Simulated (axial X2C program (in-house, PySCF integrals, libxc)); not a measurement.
# SeGe⁻: bond curves with and without spin–orbit coupling

Aim: find the lowest determinant of SeGe⁻, scan the bond at several levels and fit the constants, once spin-free and once with spin–orbit coupling.

Program: an in-house X2C program for linear molecules on PySCF integrals. Level of theory: all-electron X2C, Se dyall-acv3z, Ge dyall-acv3z. These are calculated values, not measurements.

### 1 Set-up

The input, task.json:

```json
{"zs": [34, 32], "q": -1, "bas": ["dyall-acv3z", "dyall-acv3z"], "levels": ["PBE0", "HF", "PW91"], "cc": true, "r0": 2.18, "thr": -1.0, "nmax": 90, "npts": 10, "nst": 2, "ntry": 6}
```

Keys: zs atomic numbers; q charge; bas basis sets; levels methods (HF also brings MP2); cc coupled cluster on or off; r0 starting distance in Å; thr threshold in hartree for freezing inner shells (an s shell follows its p shell); nmax most natural virtual spinors; npts points asked for on the curve; nst determinants followed; ntry starts of the search.

On the command line:

```bash
> python so2c.py task.json out
```

Spin-free means the one-electron spin-free X2C Hamiltonian; two-component (2c) means X2C with spin–orbit coupling and atomic mean-field two-electron Coulomb and Gaunt terms. Basis: Se dyall-acv3z contracted to [9s10p7d5f1g], Ge dyall-acv3z contracted to [10s10p8d5f1g]; Gaussian nuclei, density fitting. Masses: Se 79.917 u, Ge 73.921 u.

Notation: σ, π±, δ± give the projection m of an orbital's angular momentum (0, ±1, ±2), α and β its spin, Λ and M_S the sums; ω is the projection of a spinor's total angular momentum and Ω the sum. Logs are in hartree.

The results follow Hamiltonian by Hamiltonian and level by level.

### 2 Search for the lowest determinant

PBE0 moves the distance from 2.180 Å to 2.250 Å and compares determinants there.

Spin-free determinants:

```
ΔE (eV)             state                                  open shells
   0.00  M_S = 1/2, Λ = 1                    beyond closed shells: π+α
   1.36  M_S = 1/2, Λ = 0                     beyond closed shells: σα
   2.37  M_S = 3/2, Λ = 1  beyond closed shells: 2 × π+α, π+β, 2 × π-α
   2.39  M_S = 3/2, Λ = 0           beyond closed shells: σα, π+α, π-α
   2.90  M_S = 1/2, Λ = 0           beyond closed shells: σβ, π+α, π-α
   3.12  M_S = 1/2, Λ = 1  beyond closed shells: π+α, 2 × π+β, 2 × π-α
   3.12  M_S = 1/2, Λ = 3  beyond closed shells: 2 × π+α, 2 × π+β, π-α
```

Two-component determinants:

| ΔE (eV) | state | open shells |
| --- | --- | --- |
| 0.00 | Ω = 1/2 | excess of +ω over −ω: ω = 1/2 |
| 0.13 | Ω = 3/2 | excess of +ω over −ω: ω = 3/2 |
| 2.34 | Ω = 5/2 | excess of +ω over −ω: ω = -1/2, 2 × ω = 3/2 |
| 2.52 | Ω = 1/2 | excess of +ω over −ω: 2 × ω = -1/2, ω = 3/2 |
| 2.98 | Ω = 3/2 | excess of +ω over −ω: ω = 3/2 |
| 3.08 | Ω = 7/2 | excess of +ω over −ω: ω = 1/2, 2 × ω = 3/2 |
| 3.24 | Ω = 5/2 | excess of +ω over −ω: 2 × ω = 1/2, ω = 3/2 |

### 3 PBE0, spin-free

State followed: M_S = 1/2, Λ = 1 (beyond closed shells: π+α). The scan is laid around 2.250 Å, a first estimate of the minimum, and this SCF restarts from the orbitals of the search.

Output at 2.250 Å:

```text
spin-free X2C-1e  PBE0
basis functions 242  fitting functions 1340  grid points 5801
iter        total energy     max residual
   1      -4528.355762919     1.77e-05
   2      -4528.355762919     3.15e-05
   3      -4528.355762936     5.31e-06
   4      -4528.355762938     4.69e-06
converged
one-electron -6828.97184154  Coulomb 2213.25999675  exact exchange -41.37922148  xc functional -127.15127688  nuclear repulsion 255.88658021
```

Along the bond, energies from the lowest point:

| R (Å) | E (eV) | μ (D) | HOMO (eV) | LUMO (eV) | iterations |
| --- | --- | --- | --- | --- | --- |
| 1.958 | 0.9648 | -2.05 | 1.35 | 2.59 | 14 |
| 2.047 | 0.3955 | -1.32 | 1.21 | 2.54 | 14 |
| 2.115 | 0.1541 | -0.83 | 1.10 | 2.47 | 14 |
| 2.183 | 0.0315 | -0.38 | 0.97 | 2.39 | 14 |
| 2.250 | 0.0000 | 0.05 | 0.84 | 2.29 | 4 |
| 2.329 | 0.0494 | 0.51 | 0.69 | 2.17 | 14 |
| 2.408 | 0.1664 | 0.95 | 0.54 | 2.04 | 14 |
| 2.509 | 0.3838 | 1.46 | 0.35 | 1.87 | 15 |
| 2.632 | 0.7091 | 1.99 | 0.14 | 1.66 | 15 |
| 2.812 | 1.2190 | 2.42 | -0.11 | 1.40 | 17 |

Dipoles are positive if Ge is the positive end and refer to the centre of mass.

Outer orbitals at the reference distance:

```tsv
symmetry	occupied	ε (eV)	atomic character
δ+α	yes	-27.33	100% Ge d
δ-α	yes	-27.31	100% Ge d
σα	yes	-27.24	100% Ge d
δ+β	yes	-27.24	100% Ge d
δ-β	yes	-27.24	100% Ge d
π+α	yes	-27.23	100% Ge d
π-α	yes	-27.22	100% Ge d
σβ	yes	-27.22	100% Ge d
π-β	yes	-27.19	100% Ge d
π+β	yes	-27.19	100% Ge d
σα	yes	-13.49	66% Se s, 12% Ge s, 10% Ge p
σβ	yes	-13.36	66% Se s, 11% Ge s, 10% Ge p
σα	yes	-7.67	54% Ge s, 25% Se p, 10% Se s
σβ	yes	-7.03	53% Ge s, 28% Se p, 9% Se s
σα	yes	-2.21	45% Se p, 37% Ge p, 10% Ge s
π+α	yes	-2.13	66% Se p, 26% Ge p, 4% Ge d
σβ	yes	-1.98	43% Se p, 37% Ge p, 13% Ge s
π-α	yes	-1.85	67% Se p, 24% Ge p, 5% Ge d
π+β	yes	-1.71	71% Se p, 18% Ge p, 6% Ge d
π-β	yes	-1.71	71% Se p, 18% Ge p, 6% Ge d
π+α	yes	0.84	55% Ge p, 17% Se p, 12% Ge d
π-α	no	2.29	60% Ge p, 13% Se p, 12% Ge d
π+β	no	2.87	69% Ge p, 10% Ge d, 9% Se d
π-β	no	2.87	69% Ge p, 10% Ge d, 9% Se d
σα	no	2.87	88% Ge p, 5% Ge s, 4% Se p
```

PBE0 fields in the half plane through the axis: z from -2.4 to 4.5 Å across, distance from the axis 0.15 to 2.25 Å upwards; Se lies at z = 0 and Ge at z = 2.250 Å; the ELF is damped to zero where the density is low.

log10 density (e/bohr³). Ten even steps from '0' (-4.04 ) to '9' (1.42 ):
```
000111222222222222221110
001122223322222222222111
011223333333333333332211
012233444444334444333221
112334455544444444443321
122344555555455555443322
123345567655556776544322
123445689865557997554322
```

ELF. Ten even steps from ' ' (0.00 ) to '@' (0.83 ):
```
        ..::--==----::......::--==++++==--::    
      ::--==++****++==::..::--++**####**++--..  
    ..--++**##%%%%##**==----==**%%%%%%%%##++::..
  ..::==**%%@@@@@@%%##**====++##%%@@@@@@%%**--..
  ..--**%%@@@@@@@@@@%%##**++====++##@@@@@@##++::
  ..==**%%@@%%++--++##%%##==::::::--##@@@@%%++::
  ::==##@@@@==::++::--%%##::::****::--%%@@@@**--
  ::==##@@##::@@::@@..####..**++++**::##@@@@**--
```

Re = 2.244 Å, ωe = 331 cm⁻¹, ωexe = 0.75 cm⁻¹, Be = 0.08719 cm⁻¹, De = 3.79 eV, μ = 0.01 D.

### 4 HF, spin-free

Output at 2.250 Å:

```text
spin-free X2C-1e  HF
basis functions 242  fitting functions 1340  grid points 5801
iter        total energy     max residual
   1      -4525.342150507     2.90e-01
   2      -4525.377339248     7.98e-03
   3      -4525.378801145     3.83e-03
   4      -4525.379169522     1.38e-03
   5      -4525.379302247     7.93e-04
   6      -4525.379353723     5.41e-04
   7      -4525.379370163     2.82e-04
   8      -4525.379378513     2.43e-04
   9      -4525.379381535     2.38e-04
  10      -4525.379384607     1.82e-04
  11      -4525.379387449     7.86e-05
  12      -4525.379388037     2.45e-05
  13      -4525.379388106     9.66e-06
  14      -4525.379388122     6.29e-06
  15      -4525.379388123     2.75e-06
converged
one-electron -6829.24046900  Coulomb 2213.67699302  exact exchange -165.70249236  xc functional 0.00000000  nuclear repulsion 255.88658021
```

No constants are quoted: the solution changes its character somewhere along the scan, so the fit is set aside.

### 5 PW91, spin-free

The SCF at the reference distance of 2.250 Å:

```text
spin-free X2C-1e  PW91
basis functions 242  fitting functions 1340  grid points 5801
iter        total energy     max residual
   1      -4529.288412231     9.36e-02
   2      -4529.293644598     8.36e-03
   3      -4529.280666022     2.33e-02
   4      -4529.294230983     6.11e-03
   5      -4529.295133610     1.04e-03
   6      -4529.295158901     3.35e-04
   7      -4529.295161349     5.72e-05
   8      -4529.295161443     1.19e-05
   9      -4529.295161451     6.95e-06
  10      -4529.295161453     2.20e-06
converged
one-electron -6828.43051806  Coulomb 2212.67789080  exact exchange 0.00000000  xc functional -169.42911441  nuclear repulsion 255.88658021
```

Re = 2.269 Å, ωe = 312 cm⁻¹, ωexe = 0.765 cm⁻¹, Be = 0.08527 cm⁻¹, De = 4.03 eV, μ = -0.31 D.

### 6 Correlated methods, spin-free

Correlated methods: 11 electrons correlated (frozen shells, counted by type: Se 3 s, 2 p, 1 d; Ge 3 s, 2 p, 1 d), 313 virtual spinors in MP2, 90 natural virtuals in coupled cluster.

Output of the correlated part at 2.250 Å:

```text
correlated 11  virtual 313  natural virtual 90  E(MP2) -0.249122477  MP2 remainder -0.011682825
iter   CCSD correlation   residual
   1     -0.249322299   1.37e-01
   2     -0.256564559   5.70e-02
   3     -0.258930231   2.65e-02
   4     -0.259047245   1.11e-02
   5     -0.259178729   4.99e-03
   6     -0.259195287   2.09e-03
   7     -0.259202435   8.15e-04
   8     -0.259208297   3.99e-04
   9     -0.259205350   1.91e-04
  10     -0.259207143   7.40e-05
  11     -0.259206842   2.19e-05
  12     -0.259207149   8.03e-06
  13     -0.259207159   2.95e-06
(T) -0.015432745  T1 0.0357  D1 0.0737  max T2 0.064
```

T1 in the output is the amplitude norm over the root of the electron number; divide by √2 for the Lee–Taylor value.

MP2: No constants are quoted: the reference changes its character somewhere along the scan, so the fit is set aside.

CCSD: No constants are quoted: the reference changes its character somewhere along the scan, so the fit is set aside.

CCSD(T): No constants are quoted: the reference changes its character somewhere along the scan, so the fit is set aside.

### 7 A higher determinant, spin-free

State: M_S = 1/2, Λ = 0 (beyond closed shells: σα).

Output at the reference distance:

```text
spin-free X2C-1e  PBE0
basis functions 242  fitting functions 1340  grid points 5801
iter        total energy     max residual
   1      -4528.305740017     7.74e-06
   2      -4528.305740021     1.30e-05
   3      -4528.305740027     2.54e-06
   4      -4528.305740032     3.25e-06
   5      -4528.305740041     1.67e-06
   6      -4528.305740049     9.82e-07
   7      -4528.305740053     6.39e-07
   8      -4528.305740053     8.03e-07
converged
one-electron -6822.26568730  Coulomb 2206.47979743  exact exchange -41.34763667  xc functional -127.05879372  nuclear repulsion 255.88658021
```

| R (Å) | E above the lowest PBE0 point (eV) |
| --- | --- |
| 1.958 | 1.818 |
| 2.047 | 1.426 |
| 2.115 | 1.308 |
| 2.183 | 1.297 |
| 2.250 | 1.361 |
| 2.329 | 1.500 |
| 2.408 | 1.686 |
| 2.509 | 1.960 |
| 2.632 | 2.302 |

No constants are quoted: the solution changes its character somewhere along the scan, so the fit is set aside.

### 8 The spin-free curves together

Energy (eV) of the followed determinant, spin-free, from each level's lowest point:

| R (Å) | PBE0 | HF (jumps) | MP2 (its reference jumps) | CCSD (its reference jumps) | CCSD(T) (its reference jumps) | PW91 |
| --- | --- | --- | --- | --- | --- | --- |
| 1.958 | 0.965 | 1.027 | 1.070 | n/a | n/a | 1.054 |
| 2.047 | 0.396 | 0.425 | 0.454 | 0.468 | 0.499 | 0.462 |
| 2.115 | 0.154 | 0.168 | 0.186 | 0.196 | 0.217 | 0.201 |
| 2.183 | 0.032 | 0.036 | 0.045 | 0.050 | 0.060 | 0.056 |
| 2.250 | 0.000 | 0.000 | 0.000 | 0.000 | 0.000 | 0.000 |
| 2.329 | 0.049 | 0.050 | 0.040 | 0.034 | 0.021 | 0.020 |
| 2.408 | 0.166 | 0.171 | 0.152 | 0.141 | 0.115 | 0.107 |
| 2.509 | 0.384 | 0.384 | 0.760 | 0.420 | 0.399 | 0.285 |
| 2.632 | 0.709 | 0.556 | 1.275 | n/a | n/a | 0.564 |
| 2.812 | 1.219 | 0.776 | 1.711 | n/a | n/a | 1.019 |

### 9 PBE0, 2c

State followed: Ω = 1/2 (excess of +ω over −ω: ω = 1/2). The scan is laid around 2.250 Å, a first estimate of the minimum, and this SCF restarts from the orbitals of the search.

The SCF at the reference distance of 2.250 Å:

```text
two-component X2C + atomic mean field  PBE0
basis functions 242  fitting functions 1340  grid points 5801
iter        total energy     max residual
   1      -4526.865729150     1.12e-05
   2      -4526.865729158     9.50e-06
   3      -4526.865729160     5.61e-06
   4      -4526.865729163     4.87e-06
   5      -4526.865729164     2.34e-06
converged
one-electron -6825.20235828  Coulomb 2212.53387220  exact exchange -41.36368845  xc functional -127.10342914  nuclear repulsion 255.88658021  atomic mean-field constant -1.61670571
```

Along the bond, energies from the lowest point:

| R (Å) | E (eV) | μ (D) | HOMO (eV) | LUMO (eV) | iterations |
| --- | --- | --- | --- | --- | --- |
| 1.958 | 0.9781 | -1.95 | 1.33 | 2.65 | 14 |
| 2.047 | 0.4041 | -1.26 | 1.18 | 2.60 | 14 |
| 2.115 | 0.1596 | -0.79 | 1.06 | 2.53 | 13 |
| 2.183 | 0.0342 | -0.34 | 0.93 | 2.45 | 14 |
| 2.250 | 0.0000 | 0.07 | 0.80 | 2.36 | 5 |
| 2.329 | 0.0465 | 0.52 | 0.64 | 2.24 | 14 |
| 2.408 | 0.1607 | 0.95 | 0.49 | 2.12 | 14 |
| 2.509 | 0.3746 | 1.44 | 0.30 | 1.95 | 14 |
| 2.632 | 0.6951 | 1.94 | 0.09 | 1.75 | 15 |
| 2.812 | 1.1962 | 2.32 | -0.17 | 1.50 | 16 |

Dipoles are positive if Ge is the positive end and refer to the centre of mass.

Outer spinors at the reference distance:

| ω | occupied | ε (eV) | atomic character | λ mixture |
| --- | --- | --- | --- | --- |
| 3/2 | yes | -27.59 | 100% Ge d | 87% δ, 13% π |
| -3/2 | yes | -27.52 | 100% Ge d | 81% δ, 19% π |
| 1/2 | yes | -27.51 | 100% Ge d | 62% π, 38% σ |
| -1/2 | yes | -27.50 | 100% Ge d | 55% π, 45% σ |
| -5/2 | yes | -27.05 | 100% Ge d | 100% δ |
| 5/2 | yes | -26.98 | 100% Ge d | 100% δ |
| 1/2 | yes | -26.96 | 100% Ge d | 62% σ, 38% π |
| -3/2 | yes | -26.96 | 100% Ge d | 81% π, 19% δ |
| -1/2 | yes | -26.96 | 100% Ge d | 55% σ, 45% π |
| 3/2 | yes | -26.95 | 100% Ge d | 87% π, 13% δ |
| -1/2 | yes | -13.47 | 66% Se s, 12% Ge s, 10% Ge p | 100% σ |
| 1/2 | yes | -13.34 | 66% Se s, 10% Ge s, 10% Ge p | 100% σ |
| -1/2 | yes | -7.65 | 54% Ge s, 25% Se p, 10% Se s | 100% σ |
| 1/2 | yes | -6.99 | 53% Ge s, 28% Se p, 9% Se s | 100% σ |
| 1/2 | yes | -2.23 | 65% Se p, 25% Ge p, 4% Ge d | 92% π, 8% σ |
| -1/2 | yes | -2.21 | 47% Se p, 35% Ge p, 10% Ge s | 94% σ, 6% π |
| 1/2 | yes | -1.93 | 44% Se p, 37% Ge p, 12% Ge s | 92% σ, 8% π |
| -1/2 | yes | -1.78 | 70% Se p, 19% Ge p, 6% Ge d | 95% π, 5% σ |
| -3/2 | yes | -1.74 | 66% Se p, 24% Ge p, 5% Ge d | 100% π |
| 3/2 | yes | -1.59 | 71% Se p, 18% Ge p, 6% Ge d | 100% π |
| 1/2 | yes | 0.80 | 56% Ge p, 17% Se p, 11% Ge d | 100% π |
| -3/2 | no | 2.36 | 60% Ge p, 13% Se p, 13% Ge d | 100% π |
| -1/2 | no | 2.85 | 70% Ge p, 10% Ge d, 9% Se d | 97% π, 3% σ |
| -1/2 | no | 2.88 | 87% Ge p, 6% Ge s, 4% Se p | 98% σ, 2% π |
| 3/2 | no | 2.92 | 71% Ge p, 10% Ge d, 9% Se d | 100% π |

PBE0 fields in the half plane through the axis: z from -2.4 to 4.5 Å across, distance from the axis 0.15 to 2.25 Å upwards; Se lies at z = 0 and Ge at z = 2.250 Å; the ELF is damped to zero where the density is low.

log10 density (e/bohr³). Ten even steps from ' ' (-4.05 ) to '@' (1.42 ):
```
      ......::::::::::::::::::::::::::::......  
    ....::::::::----::::::::::::::::::::::......
  ....::::------------------------------::::....
....::::----============----========------::::..
....::----====++++++====================----::..
..::::--====++++++++++++==++++++++++====----::::
..::----==++++**##****++++++**####**++====--::::
..::--====++**%%@@%%**++++++##@@@@##++++==--::::
```

ELF. Ten even steps from '0' (0.00 ) to '9' (0.83 ):
```
000012343321112345543200
000134566542223567765310
001356788764334688887521
012468999876445789998641
013689999987654457999752
014689853578742223799852
024799425238722662389963
025797292917716556279963
```

Re = 2.246 Å, ωe = 330 cm⁻¹, ωexe = 0.758 cm⁻¹, Be = 0.087 cm⁻¹, De = 3.81 eV, μ = 0.05 D.

### 10 HF, 2c

Output at 2.250 Å:

```text
two-component X2C + atomic mean field  HF
basis functions 242  fitting functions 1340  grid points 5801
iter        total energy     max residual
   1      -4523.853365364     2.90e-01
   2      -4523.888467994     7.99e-03
   3      -4523.889918040     3.86e-03
   4      -4523.890281237     1.35e-03
   5      -4523.890413444     7.94e-04
   6      -4523.890466078     5.92e-04
   7      -4523.890483903     3.28e-04
   8      -4523.890494092     3.02e-04
   9      -4523.890498502     2.85e-04
  10      -4523.890503196     2.12e-04
  11      -4523.890507310     8.23e-05
  12      -4523.890508007     2.42e-05
  13      -4523.890508077     1.08e-05
  14      -4523.890508093     6.48e-06
  15      -4523.890508095     2.83e-06
converged
one-electron -6825.45765742  Coulomb 2212.93707336  exact exchange -165.63979855  xc functional 0.00000000  nuclear repulsion 255.88658021  atomic mean-field constant -1.61670571
```

No constants are quoted: the solution changes its character somewhere along the scan, so the fit is set aside.

### 11 PW91, 2c

The SCF at the reference distance of 2.250 Å:

```text
two-component X2C + atomic mean field  PW91
basis functions 242  fitting functions 1340  grid points 5801
iter        total energy     max residual
   1      -4527.797489413     9.38e-02
   2      -4527.802763722     8.18e-03
   3      -4527.790489425     2.28e-02
   4      -4527.803273252     6.22e-03
   5      -4527.804189567     1.06e-03
   6      -4527.804216019     3.17e-04
   7      -4527.804218194     5.88e-05
   8      -4527.804218296     1.15e-05
   9      -4527.804218304     6.77e-06
  10      -4527.804218306     1.73e-06
converged
one-electron -6824.67127652  Coulomb 2211.96223587  exact exchange 0.00000000  xc functional -169.36505216  nuclear repulsion 255.88658021  atomic mean-field constant -1.61670571
```

Re = 2.272 Å, ωe = 311 cm⁻¹, ωexe = 0.771 cm⁻¹, Be = 0.08507 cm⁻¹, De = 4.04 eV, μ = -0.25 D.

### 12 MP2 and beyond, 2c

Correlated methods: 11 electrons correlated (frozen shells, counted by type: Se 3 s, 2 p, 1 d; Ge 3 s, 2 p, 1 d), 313 virtual spinors in MP2, 90 natural virtuals in coupled cluster.

Output of the correlated part at 2.250 Å:

```text
correlated 11  virtual 313  natural virtual 90  E(MP2) -0.248713953  MP2 remainder -0.011668936
iter   CCSD correlation   residual
   1     -0.249046547   1.36e-01
   2     -0.256271540   5.61e-02
   3     -0.258575335   2.60e-02
   4     -0.258700164   1.11e-02
   5     -0.258838495   5.09e-03
   6     -0.258858527   2.18e-03
   7     -0.258867235   8.60e-04
   8     -0.258873467   4.12e-04
   9     -0.258870581   1.89e-04
  10     -0.258872375   7.00e-05
  11     -0.258872138   2.06e-05
  12     -0.258872439   7.95e-06
  13     -0.258872446   3.49e-06
(T) -0.015341643  T1 0.0356  D1 0.0742  max T2 0.064
```

MP2: No constants are quoted: the reference changes its character somewhere along the scan, so the fit is set aside.

CCSD: No constants are quoted: the reference changes its character somewhere along the scan, so the fit is set aside.

CCSD(T): No constants are quoted: the reference changes its character somewhere along the scan, so the fit is set aside.

### 13 A higher determinant, 2c

State: Ω = 3/2 (excess of +ω over −ω: ω = 3/2).

Output at the reference distance:

```text
two-component X2C + atomic mean field  PBE0
basis functions 242  fitting functions 1340  grid points 5801
iter        total energy     max residual
   1      -4526.861131733     1.14e-05
   2      -4526.861131739     7.25e-06
   3      -4526.861131742     6.15e-06
   4      -4526.861131743     3.78e-06
converged
one-electron -6825.02129298  Coulomb 2212.35314192  exact exchange -41.36259913  xc functional -127.10025606  nuclear repulsion 255.88658021  atomic mean-field constant -1.61670571
```

| R (Å) | E above the lowest PBE0 point (eV) |
| --- | --- |
| 1.958 | 1.085 |
| 2.047 | 0.518 |
| 2.115 | 0.278 |
| 2.183 | 0.156 |
| 2.250 | 0.125 |
| 2.329 | 0.175 |
| 2.408 | 0.292 |
| 2.509 | 0.510 |
| 2.632 | 0.835 |

Re = 2.243 Å, ωe = 331 cm⁻¹, ωexe = 0.749 cm⁻¹, Be = 0.08722 cm⁻¹, μ = -0.05 D. Te = 0.12 eV.

### 14 The 2c curves together

Energy (eV) of the followed determinant, 2c, from each level's lowest point:

| R (Å) | PBE0 | HF (jumps) | MP2 (its reference jumps) | CCSD (its reference jumps) | CCSD(T) (its reference jumps) | PW91 |
| --- | --- | --- | --- | --- | --- | --- |
| 1.958 | 0.978 | 1.042 | 1.081 | n/a | n/a | 1.067 |
| 2.047 | 0.404 | 0.435 | 0.460 | 0.475 | 0.506 | 0.471 |
| 2.115 | 0.160 | 0.174 | 0.191 | 0.201 | 0.221 | 0.206 |
| 2.183 | 0.034 | 0.039 | 0.047 | 0.052 | 0.062 | 0.058 |
| 2.250 | 0.000 | 0.000 | 0.000 | 0.000 | 0.000 | 0.000 |
| 2.329 | 0.047 | 0.046 | 0.038 | 0.032 | 0.019 | 0.017 |
| 2.408 | 0.161 | 0.164 | 0.152 | 0.137 | 0.113 | 0.101 |
| 2.509 | 0.375 | 0.354 | 0.760 | 0.413 | 0.395 | 0.276 |
| 2.632 | 0.695 | 0.522 | 1.238 | n/a | n/a | 0.551 |
| 2.812 | 1.196 | 0.742 | 1.668 | n/a | n/a | 1.000 |

The whole job took 3.4 min on 1 thread of Arm Neoverse V2, shared host; peak memory 0.79 GiB.

### 15 What came out

Lowest determinant that the search found at its distance, spin-free: M_S = 1/2, Λ = 1 (beyond closed shells: π+α).

Lowest determinant that the search found at its distance, 2c: Ω = 1/2 (excess of +ω over −ω: ω = 1/2).

| Hamiltonian | level | Re (Å) | ωe (cm⁻¹) | De (eV) |
| --- | --- | --- | --- | --- |
| spin-free | PBE0 | 2.244 | 331 | 3.79 |
| spin-free | PW91 | 2.269 | 312 | 4.03 |
| 2c | PBE0 | 2.246 | 330 | 3.81 |
| 2c | PW91 | 2.272 | 311 | 4.04 |

No constants: spin-free HF (the solution changes its character somewhere along the scan, so the fit is set aside); spin-free MP2 (the reference changes its character somewhere along the scan, so the fit is set aside); spin-free CCSD (the reference changes its character somewhere along the scan, so the fit is set aside); spin-free CCSD(T) (the reference changes its character somewhere along the scan, so the fit is set aside); 2c HF (the solution changes its character somewhere along the scan, so the fit is set aside); 2c MP2 (the reference changes its character somewhere along the scan, so the fit is set aside); 2c CCSD (the reference changes its character somewhere along the scan, so the fit is set aside); 2c CCSD(T) (the reference changes its character somewhere along the scan, so the fit is set aside).

Time per point (s) on 1 thread of Arm Neoverse V2, shared host (2c runs); the times are rough: PBE0 1.2, PW91 0.47.

At PBE0, going from spin-free to two-component changes Re by +2 mÅ, ωe by -0.4 %, which is small (part of it comes from the scalar share of the two-electron terms). De moves by +0.02 eV; both De rest on single-determinant atoms, which can miss part of an open shell's spin–orbit lowering. The highest occupied level is positive at the mean-field levels quoted, but negative in the Hartree–Fock runs, so self-interaction plays a part.

De refers to Se- + Ge, each in the lowest determinant found, which need not be this curve's own limit. Each curve is one determinant whose occupation by symmetry is held fixed; it was picked as the lowest of a PBE0 search that is not exhaustive. Dissociation energies refer to the lowest single-determinant-based atoms at the same level and basis. Density functionals use the spin component along the axis (collinear).
